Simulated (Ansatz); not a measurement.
# C2H6GeO2: a ladder of functionals and wavefunction methods

How much do the methods differ for C2H6GeO2? The plan is to run it at one geometry with functionals of several rungs and with coupled cluster. The yardstick is the atomisation energy at the CCSD(T) limit.

Method: functionals in def2-TZVPP, the program's frozen cores in correlated methods; program: Ansatz 0.2.0, Gaussian basis.

Levels to be run: PBE-D4, r2SCAN-D4, PBE0-D4, B3LYP-D4, ωB97X-V, ωB97M-V, B2PLYP; CCSD(T)/def2-TZVPP; MP2/def2-QZVPP; extrapolation to the limit.

### 1 The geometry

All runs share one geometry, relaxed beforehand with PBE0-D4 in a triple-zeta def2 set.

SMILES `[CH3][GeH2][C](=O)O`, 11 atoms, charge 0, spin multiplicity 1.

Atoms are counted from 1 here; the program's logs count them from 0.

Bond lengths: C1–Ge2 1.946 Å, C1–H6 1.090 Å, C1–H7 1.090 Å, C1–H8 1.091 Å, Ge2–C3 2.001 Å, Ge2–H9 1.535 Å, Ge2–H10 1.537 Å, C3–O4 1.199 Å, C3–O5 1.348 Å, O5–H11 0.972 Å. Angles: Ge2–C1–H6 109.8°, Ge2–C1–H7 110.2°, Ge2–C1–H8 110.3°, H6–C1–H7 108.7°, H6–C1–H8 109.0°, H7–C1–H8 108.8°, C1–Ge2–C3 110.8°, C1–Ge2–H9 112.7°, C1–Ge2–H10 111.6°, C3–Ge2–H9 105.8°, C3–Ge2–H10 105.9°, H9–Ge2–H10 109.6°, Ge2–C3–O4 125.0°, Ge2–C3–O5 112.5°, O4–C3–O5 122.4°, C3–O5–H11 106.9°.

### 2 PBE-D4 (GGA)

Contents of in.yaml:

```yaml
crystal:
  periodic: [false, false, false]
  atoms:
    - {symbol: C, position_ang: [-1.072684, 0.255001, 1.282535]}
    - {symbol: Ge, position_ang: [0.707152, -0.180023, 0.625470]}
    - {symbol: C, position_ang: [0.717181, -0.299541, -1.371714]}
    - {symbol: O, position_ang: [1.533557, -0.890261, -2.021707]}
    - {symbol: O, position_ang: [-0.300300, 0.381935, -1.934878]}
    - {symbol: H, position_ang: [-1.414783, 1.186968, 0.832486]}
    - {symbol: H, position_ang: [-1.774422, -0.537490, 1.021616]}
    - {symbol: H, position_ang: [-1.058282, 0.368883, 2.367210]}
    - {symbol: H, position_ang: [1.207733, -1.540503, 1.129097]}
    - {symbol: H, position_ang: [1.727038, 0.911882, 0.987811]}
    - {symbol: H, position_ang: [-0.206990, 0.286051, -2.897225]}
basis:
  gaussian: {orbitals: def2-TZVPP}
hamiltonian: {xc: pbe, dispersion: d4}
output: {forces: true, orbitals: {seedname: orbitals}}
```

Launch:

```sh
$ ansatz run in.yaml --threads 4 --pin off --events-out ev --progress --plain --max-ram 10444MiB
```

After this run come: r2SCAN-D4 (meta-GGA); PBE0-D4 (hybrid); B3LYP-D4 (hybrid); ωB97X-V (range-separated); ωB97M-V (range-separated); B2PLYP (double hybrid); CCSD(T) in def2-TZVPP; MP2 in def2-QZVPP.

**Question.** What will the summary of the whole plan be? Wanted: atomisation energy, CCSD(T)/CBS; farthest; mean size of error, hybrid; mean size of error, range-separated; gap, smallest and largest; T1 diagnostic; triples share of the correlation energy.

The runs gave:

```
                               quantity                                           value
        atomisation energy, CCSD(T)/CBS                                   4113.5 kJ/mol
 functionals within 41.1 kJ/mol (1.0 %)  r2SCAN-D4, PBE0-D4, B3LYP-D4, ωB97X-V, ωB97M-V
                               farthest                           PBE-D4 (+96.6 kJ/mol)
             mean size of error, hybrid                                     15.3 kJ/mol
    mean size of error, range-separated                                      6.6 kJ/mol
              gap, smallest and largest            4.71 eV (PBE-D4), 11.93 eV (ωB97X-V)
                          T1 diagnostic                                          0.0141
triples share of the correlation energy                                           3.9 %
```

In words: PBE-D4 is off by +96.6 kJ/mol. Double hybrids carry the basis error of their MP2 part in triple zeta, and no dispersion term here, so their miss is partly the set-up's. The reference freezes the cores and leaves out relativity and excitations past (T), and its outer-core shells are covered unevenly, so misses under about 41.1 kJ/mol can't be ranked. Hartree-Fock recovers 70 % of the binding; the rest is correlation. The gap grows from 4.7 to 11.9 eV across the functionals, mostly with the share of exact exchange. Correlated methods include outer-core shells of Ge, which these sets cover unevenly.
